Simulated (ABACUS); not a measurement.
NiMoIrPdW:

```
Ir W Pd Mo Ni
1.0
     4.11705    0.00000    0.00000
    -2.05853    3.56547    0.00000
     0.00000    0.00000    5.44580
Ir W Pd Mo Ni
1 1 1 1 1
Cartesian
  0.0000 2.3770 3.9521
  0.0000 2.3770 1.2875
  2.0585 1.1885 2.5211
  2.0585 1.1885 5.2367
  0.0000 0.0000 5.2157
```

The cell was built by a generator and needn't be a form met in nature.

```yaml
Program: ABACUS 3.10.1
Task: relaxation of cell and atoms
Functional: LDA
Potentials_or_basis: PseudoDojo NC SR 0.4.1 LDA stringent
Cutoff: 1687 eV
Density_cutoff: 6748 eV
Basis: plane waves
k_mesh: 5 × 5 × 3
Occupations: fermi-dirac, width 0.05 eV
Spin: collinear spin, ferromagnetic start
Starting_moments: "[0.6, 0.0, 0.0, 1.0, 1.0] μB"
```

At the start: pressure -12.7 GPa; volume 15.99 Å³/atom.

Q: Where does the relaxation end?

A: Over 5 steps the energy falls by 36.2 meV/atom and the volume is 15.13 Å³/atom (-5.4 %); space group P3m1 (No. 156, to 0.05 Å); moment 0.00 μB per cell.

The path:
```tsv
step	energy change (eV)	largest force (eV/Å)	pressure (GPa)	volume (Å³)
1	0.0000	0.1935	-12.75	79.94
2	-0.1778	0.2093	-0.58	75.88
3	-0.1800	0.1271	0.11	75.60
4	-0.1808	0.0328	0.07	75.63
5	-0.1809	0.0090	0.01	75.64
```

Final structure:
```
Ir W Pd Mo Ni
1.0
     4.03537    0.00000    0.00000
    -2.01768    3.49473    0.00000
     0.00000    0.00000    5.36390
Ir W Pd Mo Ni
1 1 1 1 1
Direct
  0.33333 0.66667 0.72533
  0.33333 0.66667 0.23858
  0.66667 0.33333 0.46263
  0.66667 0.33333 0.96002
  0.00000 0.00000 0.95789
```

Caveat: the k mesh is coarse (spacing up to 0.38 Å⁻¹), so the values aren't converged; this set's palladium file may shift the pressure by some GPa.
